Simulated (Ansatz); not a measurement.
The system is Ba2Tl5V3O12.

```
Ba V Tl O
1.0
     8.15421    0.00000    0.00000
    -4.07711    7.06176    0.00000
     0.00000    0.00000    6.92128
Ba V Tl O
2 3 5 12
Direct
  0.00000 0.00000 0.23552
  0.00000 0.00000 0.76448
  0.50000 0.00000 0.00000
  0.00000 0.50000 0.00000
  0.50000 0.50000 0.00000
  0.50000 0.00000 0.50000
  0.00000 0.50000 0.50000
  0.50000 0.50000 0.50000
  0.33333 0.66667 0.22489
  0.66667 0.33333 0.77511
  0.33890 0.34334 0.81444
  0.65666 0.99556 0.81444
  0.00444 0.66110 0.81444
  0.34334 0.33890 0.18556
  0.99556 0.65666 0.18556
  0.66110 0.00444 0.18556
  0.66110 0.65666 0.18556
  0.34334 0.00444 0.18556
  0.99556 0.33890 0.18556
  0.65666 0.66110 0.81444
  0.00444 0.34334 0.81444
  0.33890 0.99556 0.81444
```

The cell was built by a generator and needn't be a form met in nature.

Base run:

```yaml
Program: Ansatz 0.2.0
Functional: PBE
Potentials_or_basis: all-electron LAPW, scalar-relativistic
Cutoff: 421 eV
Density_cutoff: 1686 eV
Basis_error_allowed: 0.003 eV/atom
k_mesh: 3 × 3 × 3
Occupations: fermi-dirac, width 0.05 eV
Spin: collinear spin, ferromagnetic start
Starting_moments: "[0.0, 0.0, 2.0, 2.0, 2.0, 0.0, 0.0, 0.0, 0.0, 0.0, 0.0, 0.0, 0.0, 0.0, 0.0, 0.0, 0.0, 0.0, 0.0, 0.0, 0.0, 0.0] μB"
```

Its results: band gap on the k mesh none (metal or under the smearing width); pressure 0.1 GPa; net moment 0.00 μB per cell; largest force 0.019 eV/Å.

After a change of settings the same cell gave: band gap on the k mesh none (metal or under the smearing width); pressure 2.3 GPa; net moment 0.00 μB per cell; largest force 0.105 eV/Å. Which change was it?
A. potentials or basis from all-electron LAPW, scalar-relativistic to all-electron PAW datasets made for the crystal
B. functional from PBE to revPBE
C. k mesh from 3 × 3 × 3 to 4 × 4 × 4
D. hubbard terms from none to V d U = 3 eV

B.

revPBE binds less tightly than PBE, so the same cell stands under more pressure.

Caveats: the k mesh is thin for a metal, which can move the energy by tens of meV per atom; semilocal functionals often make such compounds metallic where correlation or magnetic order opens a gap, which also shifts bond lengths.

Not every run made on this cell is shown here.
